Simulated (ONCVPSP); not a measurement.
**Pseudopotential generation for Ho: ONCV, LDA (Perdew-Wang 92)**

Task: generate the file, and judge it by its errors in other configurations, its logarithmic derivatives, its ghosts and its cutoff.

Method: ONCVPSP 4.0.1, LDA (Perdew-Wang 92), scalar-relativistic.

## Step 1: Settings

Typed settings, in words:

```json
{
 "element": "holmium (Ho, Z = 67)",
 "type": "optimised norm-conserving Vanderbilt (ONCV)",
 "frozen core": "[Kr] 4d10",
 "valence charge": "21",
 "reference configuration": "4f11 5s2 5p6 6s1.75 (charge +0.25)",
 "partial waves": "5s+6s: rc 2.00 bohr, ncon 4, nbas 8, qcut 5.7 1/bohr, 2 projectors; 5p: rc 1.55 bohr, ncon 3, nbas 7, qcut 5.9 1/bohr, 2 projectors, debl 0.8 Ha; d scattering state at 0.04 Ha: rc 1.35 bohr, ncon 4, nbas 9, qcut 6.6 1/bohr, local; 4f: rc 1.35 bohr, ncon 3, nbas 8, qcut 14.1 1/bohr, 2 projectors, debl 1 Ha",
 "local potential": "the d channel",
 "core correction": "Teter function, fcfact 2.25, rcfact 1.1"
}
```

An earlier all-electron run gives the scale for the radii.

All-electron outer shells of the reference configuration (LDA (PZ), scalar-relativistic, ld1.x):

```csv
shell,level (eV),outermost node (bohr),outermost maximum (bohr)
5s,-52.07,0.62,1.13
5p,-27.54,0.66,1.29
6s,-5.20,1.54,3.30
4f,-4.89,–,0.52
5d,-2.55,0.75,2.08
6p,-2.22,1.89,4.52
```

## Step 2: Generation

Ho.dat reads:

```
# ATOM AND REFERENCE CONFIGURATION
# atsym  z   nc   nv     iexc    psfile
  Ho 67.00    9    4  -001012      upf
#
#   n    l    f
    1    0    2.00
    2    0    2.00
    2    1    6.00
    3    0    2.00
    3    1    6.00
    3    2   10.00
    4    0    2.00
    4    1    6.00
    4    2   10.00
    4    3   11.00
    5    0    2.00
    5    1    6.00
    6    0    1.75
#
# PSEUDOPOTENTIAL AND OPTIMIZATION
# lmax
    3
#
#   l,   rc,      ep,       ncon, nbas, qcut
    0    2.00    0.00    4    8    5.70
    1    1.55    0.00    3    7    5.90
    2    1.35    0.04    4    9    6.60
    3    1.35    0.00    3    8   14.10
#
# LOCAL POTENTIAL
# lloc, lpopt,  rc(5),   dvloc0
    2    5    1.35    0.00
#
# VANDERBILT-KLEINMAN-BYLANDER PROJECTORs
# l, nproj, debl
    0    2    3.20
    1    2    0.80
    2    0    0.50
    3    2    1.00
#
# MODEL CORE CHARGE
# icmod, fcfact, rcfact
    3    2.25    1.10
#
# LOG DERIVATIVE ANALYSIS
# epsh1, epsh2, depsh
   -3.00    5.00    0.02
#
# OUTPUT GRID
# rlmax, drl
    6.00    0.01
#
# TEST CONFIGURATIONS
# ncnf
    4
# nvcnf
#   n    l    f
    4
    4    3   11.00
    5    0    2.00
    5    1    6.00
    6    0    2.00
#
    4
    4    3   11.00
    5    0    2.00
    5    1    6.00
    6    0    1.00
#
    4
    4    3   11.00
    5    0    2.00
    5    1    6.00
    6    0    0.00
#
    4
    4    3   11.00
    5    0    2.00
    5    1    5.00
    6    0    2.00
#
```

Run with:

```bash
oncvpsp.x < Ho.dat > Ho.out
```

What does the calculation give? Wanted: cutoffs for 1 and 0.1 mHa per electron, occupied waves; bound ghosts; GHOST(+) flags; largest phase difference near zero energy, channels read; rms error of d²Exc/dn², without and with the model core; projector energies reset by the program.

As calculated:

| quantity | value |
| --- | --- |
| cutoffs for 1 and 0.1 mHa per electron, occupied waves | 77 Ha and 85 Ha |
| bound ghosts | none found |
| GHOST(+) flags | s at 26 eV |
| largest phase difference near zero energy, channels read | 0.003 rad |
| rms error of d²Exc/dn², without and with the model core | 5.71 and 4.44 mHa |
| projector energies reset by the program | p: -1.012, 0.250 Ha |

The potential is very hard: the looser tolerance needs 77 Ha. At the looser tolerance the 4f wave is the slowest; 5p needs 16 Ha. No bound ghost shows below the valence levels. Near zero energy the phases of the channels with partial waves agree within 0.003 rad. The pseudo curves have a pole with no partner nearby in the atom's: s at 0.93 Ha. At positive energy that is a spurious or a displaced resonance. The program also flags highly localised states, GHOST(+) (s). These are tests on the free atom; a crystal test is still owed.
